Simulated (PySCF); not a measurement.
**RhOH: relaxation and vibrations of the singlet**

The task is one start of a wider search on RhOH: the singlet, from a PBE0 minimum start. It is relaxed, tested by its Hessian and followed downhill if it is a saddle.

Method: PBE0, basis Rh def2-TZVP with ECP28, O def2-TZVP, H def2-TZVP, scalar-relativistic core potentials, no spin–orbit coupling, density fitting; program: PySCF 2.14.0.

### 1 Where the work starts

3 atoms, charge 0, spin multiplicity 1.

Bond lengths: Rh1–O2 1.676 Å, Rh1–H3 1.540 Å. Angles: O2–Rh1–H3 99.3°.

```xyz
3
charge 0 multiplicity 1
Rh    0.1621    0.0000   -0.1512
O    -1.1270    0.0000    0.9205
H     1.3245    0.0000    0.8584
```

### 2 Finding the electronic state

One driver script runs all steps and calls PySCF; scf.py shows how it sets up the SCF of each step. The optimiser is the driver's own. After this first run the driver tries any further starts and a stability analysis.

File scf.py:

```python
from pyscf import gto, scf, dft
mol = gto.M(atom='''
Rh     0.162147     0.000000    -0.151158
O     -1.126971     0.000000     0.920512
H      1.324500     0.000000     0.858448''',
    basis={'Rh': 'def2-TZVP', 'O': 'def2-TZVP', 'H': 'def2-TZVP'},
    ecp={'Rh': 'def2-TZVP'},
    charge=0, spin=0)
mf = dft.RKS(mol, xc='PBE0')
mf.grids.atom_grid = (50, 194)
aux = {'Rh': 'def2-universal-JKFIT', 'O': 'def2-universal-JKFIT', 'H': 'def2-universal-JKFIT'}
mf = mf.density_fit(auxbasis=aux)
mf.conv_tol = 1e-08
mf.diis_space = 10
mf.max_cycle = 60
mf.init_guess = 'minao'
mf.verbose = 4
mf.kernel()
```

Run with:

```
$ OMP_NUM_THREADS=2 python axn.py task.json out
```

The runs that follow: PBE0 minimum start, singlet: relaxation; Hessian and properties; The broken-symmetry singlet; Vibrations and properties at this point.

Before running it: what results should come out? Wanted: minimum; geometry; wavenumbers; dipole moment; highest occupied, lowest empty level; polar-tensor charge of Rh1; zero-point energy; atomisation energy; ⟨S²⟩.

As calculated:

```
                                          quantity                                      value
                                           minimum               broken-symmetry (Ms = 0), Cs
                                          geometry  Rh–H 1.557 Å, Rh–O 1.676 Å; H–Rh–O 103.2°
                                wavenumbers (cm⁻¹)                             548, 926, 2090
                                     dipole moment                                     3.30 D
highest occupied, lowest empty level (either spin)                            -7.14, -3.55 eV
                        polar-tensor charge of Rh1                                    +0.84 e
                                 zero-point energy                                21.3 kJ/mol
                               entropy at 298.15 K                            254.1 J/(mol K)
         atomisation energy (no zero-point energy)                                 602 kJ/mol
                                              ⟨S²⟩                                      0.996
```

In words: The molecule stays Cs, as typed, and the end point is a minimum. The determinant is spin-contaminated (⟨S²⟩ = 1.00 against 0.00), so it is no pure spin state. The strongest infrared band lies at 926 cm⁻¹ (stretch). The first SCF alone would have been 41 kJ/mol too high. Only this shape and spin were tried, so other structures or states may lie lower. The SCF density has lower symmetry than the nuclear frame.
